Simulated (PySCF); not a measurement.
Molecule: NVOCl2H2, in a box.

```
N V O Cl H
1.0
    12.00000    0.00000    0.00000
     0.00000   13.00000    0.00000
     0.00000    0.00000   13.00000
N V O Cl H
1 1 1 2 2
Direct
  0.47102 0.56496 0.57471
  0.52190 0.48632 0.47794
  0.60755 0.42248 0.53869
  0.39307 0.38255 0.42384
  0.59411 0.57376 0.35602
  0.40823 0.61655 0.56066
  0.49147 0.56955 0.64754
```

The cell isn't the ideal one: atoms moved at random, drawn with an rms of 0.05 Å.

Base run:

| Property | Result |
| --- | --- |
| Program | PySCF 2.14.0 |
| Functional | TM |
| Potentials or basis | def2-svp (all-electron) |
| k mesh | 1 × 1 × 1 |
| Occupations | fixed |
| Spin | no spin polarisation |

Its results: gap between the frontier levels 3.41 eV.

Task: The run is repeated on the same cell with these changes: functional from TM to PBE. What comes out?

Result: Gap between the frontier levels 3.27 eV.

TM gives the wider gap, since meta-GGAs in the generalised Kohn-Sham scheme recover part of the derivative discontinuity.

Caveats: this is a molecule in a periodic box at the Γ point, so its band gap is the HOMO-LUMO gap; the basis of atomic orbitals isn't converged, which shifts pressures, moduli and gaps.

